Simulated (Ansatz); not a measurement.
This script makes a scan of the Hubbard U of NiAgF3, space group Pm-3m with Ansatz 0.2.0, Python API.

The script, `niagf3_plus_u.py`:
```python
"""DFT+U scan for NiAgF3."""

import ansatz as az
import numpy as np


def count_gap(report):
    # lowest empty less highest filled band, counting bands; zero where they overlap
    return max(report.get("gap_by_band_count_ev") or 0.0, 0.0)

structure = (
    az.Lattice.of((4.003954, 0.0, 0.0), (0.0, 4.003954, 0.0), (0.0, 0.0, 4.003954))
    .atom("Ni", (0.0, 0.0, 0.0))
    .atom("Ag", (0.5, 0.5, 0.5))
    .atom("F", (0.5, 0.0, 0.0))
    .atom("F", (0.0, 0.5, 0.0))
    .atom("F", (0.0, 0.0, 0.5))
    .moments(Ni=1.0)
)

calculation = structure.calculation()
calculation = calculation.functional(az.Functional.PBESOL)
calculation = calculation.kpoints(6, center="gamma")
calculation = calculation.occupations("gaussian", width=100 * az.meV)
calculation = calculation.spin(az.SpinTreatment.COLLINEAR)
calculation = calculation.band_table()
rows = []
for u in [2.0, 4.0, 6.0, 8.0]:
    r = calculation.hubbard("Ni", "d", u_eff=u).run().report
    shell = r["hubbard"]["n_scf"]
    rows.append((u, count_gap(r), sum(shell) / len(shell), max(abs(m) for m in r["site_moments_mub"]), r["n_iterations"]))
print("      U_eff eV  gap by band count eV  Ni d occupation (projector)  largest moment muB      iterations")
for row in rows:
    print(f"{str(row[0]):>14s}  {row[1]:20.3f}  {row[2]:27.4f}  {row[3]:18.3f}  {row[4]:14d}")
print("eigenvalues of the first occupation matrix at the last U, by spin:")
for channel in r["hubbard"]["n_eig"][0]:
    print("  ", " ".join(f"{n:.3f}" for n in channel))
```

What does raising U do here?

From U = 2 to 8 eV the gap on the mesh goes from 0.92 eV to 1.74 eV and the largest site moment goes from 1.71 to 1.78 μB.

The output:

Running `python niagf3_plus_u.py` prints:
```text
DeckWarning: basis.ecutwfc = 420 eV, auto-derived from the records' recommended cutoffs: set by Ni (normal level)
      U_eff eV  gap by band count eV  Ni d occupation (projector)  largest moment muB      iterations
           2.0                 0.917                       8.2386               1.710              19
           4.0                 1.424                       8.2058               1.738              15
           6.0                 1.734                       8.1760               1.762              15
           8.0                 1.740                       8.1499               1.782              17
eigenvalues of the first occupation matrix at the last U, by spin:
   0.998 0.998 0.999 0.999 0.999
   0.080 0.080 0.999 0.999 0.999
```
(Warnings from the package without file and line.)

Notes:
- The magnetic order follows from the starting moments and needn't be the lowest.
- Semilocal gaps usually lie well under measured ones.
- With one magnetic atom the cell can hold only ferromagnetic order.
- An opening on this mesh may only mean that it misses a point where bands touch.
- The structure comes from a database of computed cells and needn't be a stable or known phase.
- Gaps and levels are Kohn-Sham values on a finite set of k-points, without spin-orbit coupling.
- Shell occupations and the effect of U depend on the projectors; a run with no .spin step is spin-unpolarised, and each U may end in a state that isn't the lowest.
- The whole script took 39 s on 1 thread of Intel(R) Xeon(R) Platinum 8488C (Sapphire Rapids), on a shared host, peak memory 0.73 GiB.

(Lines on the test bed's own set-up are left out of the output.)
